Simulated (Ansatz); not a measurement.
# C2H5InO (SMILES C[C](=O)[InH2]) at BHLYP/def2-SVP (core potential)

What is the vertical ionisation energy of C2H5InO at BHLYP/def2-SVP (core potential)? 

The calculation is run with Ansatz 0.2.0.

62 further runs of the same task are left out: 62 set aside as unsound or not needed.

### Step 1. The system as given

C2H5InO: 9 atoms, total charge 0, spin state singlet. As SMILES, `C[C](=O)[InH2]`. Geometry: relaxed at PBE0-D4/def2-TZVP.

Bond lengths: C1–C2 1.499 Å, C2–O3 1.209 Å, C2–In4 2.211 Å, C1–H5 1.093 Å, C1–H6 1.095 Å, C1–H7 1.095 Å, In4–H8 1.725 Å, In4–H9 1.725 Å. Some angles: C1–C2–O3 122.1°, C1–C2–In4 127.4°, O3–C2–In4 110.5°, C2–C1–H5 111.2°, C2–C1–H6 109.2°, C2–C1–H7 109.1°, C2–In4–H8 118.8°, C2–In4–H9 118.8°, H5–C1–H6 110.2°, H5–C1–H7 110.2°.

### Step 2. A single-point energy at BHLYP/def2-SVP (core potential)

File molecule.yaml:

```yaml
crystal:
  periodic: [false, false, false]
  atoms:
    - {symbol: C, position_ang: [0.344400, 1.188000, -0.839100]}
    - {symbol: C, position_ang: [0.607000, -0.087100, -0.096200]}
    - {symbol: O, position_ang: [1.705800, -0.590300, -0.051600]}
    - {symbol: In, position_ang: [-0.847800, -1.304800, 1.038800]}
    - {symbol: H, position_ang: [1.255300, 1.565500, -1.309800]}
    - {symbol: H, position_ang: [-0.427200, 1.011100, -1.595100]}
    - {symbol: H, position_ang: [-0.058700, 1.931600, -0.144300]}
    - {symbol: H, position_ang: [-1.599800, -2.644700, 0.254600]}
    - {symbol: H, position_ang: [-0.978900, -1.069400, 2.742600]}
basis:
  gaussian:
    orbitals: def2-SVP
output: {orbitals: {seedname: orbitals}}
hamiltonian:
  xc: {name: BHLYP}
accuracy: high
```

The run is started by

```console
$ ansatz run molecule.yaml --threads 1 --pin off --max-ram 3480MiB --events-out events.jsonl --progress --plain --runs-dir runs
```

The log of the run:

```text
Warning: RAYON_NUM_THREADS=1 ignored (pool sized by the plan → 1); use --threads N
Functional definition: BHLYP
  name "BHLYP"
  parameter a = 0.5
  exchange = (1 - a)*b88_x + a*exact_x
  correlation = lyp_c
2299 factors; integrals over basis functions are off by at most 8.2e-9 eV
mean field evaluation 1: about -9362.3949 eV, gradient 4.4e1 eV
mean field evaluation 2: about -9358.1276 eV, gradient 6.4e1 eV
mean field evaluation 4: about -9366.6377 eV, gradient 3.0e0 eV
mean field evaluation 8: about -9367.0250 eV, gradient 4.1e-1 eV
mean field evaluation 16: about -9367.0256 eV, gradient 3.3e-4 eV
mean field -9367.02564312 eV, -344.2318431868 hartree, gradient 5.5e-8 eV, S^2 0.000000; 0 other end points of the search recorded, 0 dependent functions left out
reference -9367.02567362 eV, -344.2318443073 hartree; 23, 23 occupied and 70, 70 virtual orbitals, 2299 factors
Total energy: -9367.02567362 eV, -344.2318443073 hartree
```

Wall time 10 s (1 thread of Arm Neoverse V2, shared host); peak memory 0.34 GiB.

### Step 3. The doublet cation, same level

molecule.yaml, as its differences from that of step 2:

```diff
@@ -1 +1,3 @@
+basis:
+  gaussian: {orbitals: def2-SVP}
 crystal:
@@ -12,8 +14,6 @@
     - {symbol: H, position_ang: [-0.978900, -1.069400, 2.742600]}
-basis:
-  gaussian:
-    orbitals: def2-SVP
+total_charge: 1
+hamiltonian: {xc: {name: BHLYP}}
+magnetization: {spin_polarized: true, initial_magnetization: 1}
 output: {orbitals: {seedname: orbitals}}
-hamiltonian:
-  xc: {name: BHLYP}
 accuracy: high
```

The run is started by

```console
$ ansatz run molecule.yaml --threads 1 --pin off --max-ram 3480MiB --events-out events.jsonl --progress --plain --runs-dir runs
```

The log of the run:

```text
Warning: RAYON_NUM_THREADS=1 ignored (pool sized by the plan → 1); use --threads N
[... 5 set-up lines as earlier in the session ...]
2298 factors; integrals over basis functions are off by at most 8.2e-9 eV
mean field evaluation 1: about -9341.5799 eV, gradient 5.3e1 eV
mean field evaluation 2: about -9249.0875 eV, gradient 1.2e2 eV
mean field evaluation 4: about -9355.6511 eV, gradient 2.5e1 eV
mean field evaluation 8: about -9358.7309 eV, gradient 4.7e-1 eV
mean field evaluation 16: about -9358.7912 eV, gradient 6.3e-3 eV
mean field evaluation 32: about -9358.7912 eV, gradient 1.6e-7 eV
mean field -9358.79120876 eV, -343.9292333054 hartree, gradient 8.8e-8 eV, S^2 0.760781; 0 other end points of the search recorded, 0 dependent functions left out
reference -9358.79123883 eV, -343.9292344104 hartree; 23, 22 occupied and 70, 71 virtual orbitals, 2298 factors
Total energy: -9358.79123883 eV, -343.9292344104 hartree
```

Run time: 18 s. Hardware: 1 thread of Arm Neoverse V2, shared host; peak memory 0.49 GiB.

### Step 4. Results

At BHLYP/def2-SVP (core potential):

```
                                          quantity          value
                     singlet C2H5InO: total energy  -344.23184 Eh
                      singlet C2H5InO: HOMO energy       -7.35 eV
                      singlet C2H5InO: LUMO energy       -1.08 eV
                    singlet C2H5InO: HOMO–LUMO gap        6.27 eV
                      doublet cation: total energy  -343.92923 Eh
doublet cation: HOMO energy (highest over α and β)      -14.33 eV
 doublet cation: LUMO energy (lowest over α and β)       -9.15 eV
                              doublet cation: ⟨S²⟩          0.761
vertical ionisation energy (to the doublet cation)       8.234 eV
```

**Reading.** Removing an electron at fixed nuclei costs 8.23 eV (190 kcal/mol). The negative HOMO energy of the first species, 7.35 eV, lies 0.88 eV below that difference.
